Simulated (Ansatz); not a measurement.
Ta3AsAu2O13:

```
Ta As Au O
1.0
     5.88672    0.00000    0.00000
     2.19986    5.91413    0.00000
     1.85109    1.73865    7.56124
Ta As Au O
3 1 2 13
Direct
  0.39605 0.05000 0.58683
  0.95891 0.61806 0.76348
  0.06984 0.27356 0.18903
  0.07072 0.88917 0.02743
  0.21939 0.67567 0.38144
  0.68925 0.45927 0.56874
  0.16689 0.59518 0.16534
  0.86104 0.11514 0.11677
  0.26950 0.96377 0.83676
  0.87527 0.82792 0.92000
  0.70329 0.78261 0.54686
  0.17528 0.40817 0.59350
  0.27798 0.92640 0.17203
  0.64612 0.14878 0.61595
  0.14281 0.39538 0.93941
  0.30048 0.17203 0.35732
  0.19051 0.80386 0.59347
  0.70787 0.47140 0.81379
  0.77878 0.42364 0.31185
```

The cell was built by a generator and needn't be a form met in nature.

Base run:

```yaml
Program: Ansatz 0.2.0
Functional: PBE
Potentials_or_basis: Ansatz PAW
Cutoff: "420 eV (not typed: the program's choice for these potentials)"
k_mesh: 5 × 5 × 4
Occupations: fermi-dirac, width 0.05 eV
Spin: no spin polarisation
Hubbard_terms: Au d U = 8 eV, Ta d U = 8 eV
```

Its results: band gap on the k mesh 1.73 eV, indirect (least direct gap 1.76 eV); pressure 3.7 GPa; largest force 0.611 eV/Å.

Question: The run is repeated on the same cell with these changes: hubbard terms from Au d U = 8 eV, Ta d U = 8 eV to Au d U = 4 eV, Ta d U = 4 eV. What comes out?

Answer: Band gap on the k mesh 1.75 eV, indirect (least direct gap 1.79 eV); pressure 1.6 GPa; largest force 0.265 eV/Å.

Caveats: odd divisions of the mesh miss points on the zone boundary, where band edges often lie, so the gap on the mesh can be too wide; spin-orbit coupling is left out, which moves the levels of the heavy elements.

A k mesh can miss the band edges.
